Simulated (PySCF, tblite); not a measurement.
# C₅H₉B₂F₂N: geometry, infrared bands and NMR shifts

What infrared bands and NMR shifts should C₅H₉B₂F₂N (`CN1BC=C(B(F)F)CC1`) show?

Computed with tblite 0.8.0 and PySCF 2.14.0, with density-fitted response routines of our own, on a single molecule in the gas phase. Atoms are numbered from 0 throughout.

## 1. The molecule as given

19 atoms, charge 0, multiplicity 1; geometry from: force field or distance geometry start.

Bonds of the start (Å): C0–N1 1.41, N1–B2 1.52, B2–C3 1.56, C3–C4 1.35, C4–B5 1.57, B5–F6 1.46, B5–F7 1.46, C4–C8 1.47, C8–C9 1.48, C9–N1 1.41, C0–H10 1.13, C0–H11 1.12, C0–H12 1.10, B2–H13 1.20, C3–H14 1.09, C8–H15 1.12, C8–H16 1.13, C9–H17 1.13, C9–H18 1.12.

## 2. Relaxing the molecule with GFN2-xTB

What the job is given:

```
{"job": {"kind": "relax", "xc": "GFN2-xTB", "basis": "xTB"}, "charge": 0, "multiplicity": 1}
C     -2.705800    -0.270000     0.092000
N     -1.324000    -0.147000     0.370500
B     -0.776800     1.273400     0.324500
C      0.748500     1.453300     0.583200
C      1.515900     0.410900     0.215100
B      3.062900     0.500400     0.440400
F      3.634200    -0.482300     1.357200
F      3.887100     0.813400    -0.723200
C      0.960200    -0.791100    -0.419600
C     -0.505600    -0.958700    -0.447300
H     -3.346300    -0.366200     1.021100
H     -2.899300    -1.233000    -0.450300
H     -3.074500     0.533500    -0.556200
H     -1.497500     2.233900     0.283400
H      1.167200     2.341500     1.058800
H      1.413900    -1.679500     0.082600
H      1.331900    -0.785300    -1.482500
H     -0.854600    -0.801100    -1.506300
H     -0.747200    -2.036900    -0.250800
```

Launch:

```
> OMP_NUM_THREADS=1 python probes_run.py task.json out
```

One launch serves the whole session: the jobs run in the order shown.

**Question.** This job is followed by: GFN2-xTB harmonic vibrations, gas phase; GIAO PBE0/pcSseg-1 NMR shielding, non-relativistic, gas phase. Predict these results of the whole session: strongest single infrared mode (GFN2-xTB); zero-point energy (GFN2-xTB); 13C shifts against TMS (PBE0/pcSseg-1); 1H shifts against TMS (PBE0/pcSseg-1, means over atoms taken as alike); 15N shifts against NH3 (PBE0/pcSseg-1); 11B shifts against BF3·OEt2 (PBE0/pcSseg-1); 19F shifts against CFCl3 (PBE0/pcSseg-1, means over atoms taken as alike).

As calculated:

| quantity | value |
| --- | --- |
| strongest single infrared mode (GFN2-xTB) | 1256 cm⁻¹, 407 km/mol |
| zero-point energy (GFN2-xTB) | 90.1 kcal/mol |
| 13C shifts against TMS (PBE0/pcSseg-1) | 167.9, 147.2, 50.5, 46.7, 32.2 ppm |
| 1H shifts against TMS (PBE0/pcSseg-1, means over atoms taken as alike) | 7.86, 4.86, 3.20, 2.99, 2.41 ppm |
| 15N shifts against NH3 (PBE0/pcSseg-1) | 141.4 ppm |
| 11B shifts against BF3·OEt2 (PBE0/pcSseg-1) | 29.4, 22.6 ppm |
| 19F shifts against CFCl3 (PBE0/pcSseg-1, means over atoms taken as alike) | -91.8 ppm |

What this shows: Relaxing lowered the energy by 2.412 eV in 147 steps; the close pair that moved most is N1–B2, from 1.523 to 1.381 Å. All 51 modes are real, so the xTB geometry is a minimum. The strongest single mode, at 1256 cm⁻¹, is spread over many atoms; the largest shares are those of H14, B5. Unscaled tight-binding wavenumbers are off by several per cent, some by more. Its intensities can rank the bands wrongly. H14 (hydrogen on an alkene CH) lies farthest downfield among hydrogen, at 7.86 ppm; attached to an sp2 carbon and in the plane of the double bond. At PBE0/pcSseg-1: Shielding is most anisotropic at C3 (span 300 ppm, paramagnetic term -239 ppm).
